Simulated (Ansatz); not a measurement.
# CH3BiClFO: small, medium and large basis sets

One table from this session's results is given with a row withheld; the runs are named, their logs left out.

Method: one geometry, several basis sets; program: Ansatz 0.2.0, Gaussian basis.

Levels to be run: PBE0-D4/def2-SVP; ωB97M-V/def2-SVP; PBE0-D4/def2-QZVPP; ωB97M-V/def2-QZVPP; the functionals' def2-TZVPP values are taken from earlier runs.

### The relaxed structure

An earlier PBE0-D4 in a triple-zeta def2 set relaxation fixed the geometry. Bi takes the def2 core potential; no spin-orbit term is included.

SMILES `C[O][Bi]([F])[Cl]`, 8 atoms, charge 0, spin multiplicity 1.

Atoms are counted from 1 here; the program's logs count them from 0.

Bond lengths: C1–O2 1.415 Å, C1–H6 1.093 Å, C1–H7 1.094 Å, C1–H8 1.095 Å, O2–Bi3 2.023 Å, Bi3–F4 2.008 Å, Bi3–Cl5 2.433 Å. Angles: O2–C1–H6 107.4°, O2–C1–H7 111.7°, O2–C1–H8 111.6°, H6–C1–H7 108.8°, H6–C1–H8 108.6°, H7–C1–H8 108.7°, C1–O2–Bi3 122.6°, O2–Bi3–F4 95.8°, O2–Bi3–Cl5 98.2°, F4–Bi3–Cl5 94.7°.

Coordinates:

```
C    -0.5155    0.2175    0.9697
O    -0.9258   -0.6581   -0.0631
Bi    0.1863   -0.9828   -1.7218
F     1.9109   -1.3122   -0.7479
Cl    0.7005    1.3350   -2.2557
H    -1.2818    0.1866    1.7480
H     0.4403   -0.0907    1.4044
H    -0.4228    1.2477    0.6106
```

The first run:

The input, in.yaml:

```yaml
crystal:
  periodic: [false, false, false]
  atoms:
    - {symbol: C, position_ang: [-0.515473, 0.217499, 0.969654]}
    - {symbol: O, position_ang: [-0.925829, -0.658121, -0.063116]}
    - {symbol: Bi, position_ang: [0.186268, -0.982818, -1.721780]}
    - {symbol: F, position_ang: [1.910942, -1.312193, -0.747890]}
    - {symbol: Cl, position_ang: [0.700519, 1.334987, -2.255693]}
    - {symbol: H, position_ang: [-1.281786, 0.186580, 1.748022]}
    - {symbol: H, position_ang: [0.440253, -0.090688, 1.404420]}
    - {symbol: H, position_ang: [-0.422792, 1.247653, 0.610582]}
basis:
  gaussian: {orbitals: def2-SVP}
hamiltonian: {xc: pbe0, dispersion: d4}
output: {orbitals: {seedname: orbitals}}
```

Started as:

```
> ansatz run in.yaml --threads 4 --pin off --events-out ev --progress --plain --max-ram 10444MiB
```

Among the steps run: PBE0-D4 in def2-SVP; ωB97M-V in def2-SVP; PBE0-D4 in def2-QZVPP; ωB97M-V in def2-QZVPP.

One table of the session follows, with a row left open; its other results are not shown here.

It belongs to the step «Density functionals: the series». 

```
functional       basis  HOMO (eV)
   PBE0-D4    def2-SVP          ?
   PBE0-D4  def2-TZVPP      -8.24
   PBE0-D4  def2-QZVPP      -8.28
   ωB97M-V    def2-SVP     -10.39
   ωB97M-V  def2-TZVPP     -10.62
   ωB97M-V  def2-QZVPP     -10.66
```

Q: Estimate the row for PBE0-D4, def2-SVP from the others.

**Answer.** HOMO (eV): -8.05. In the column «HOMO (eV)» it is the highest.
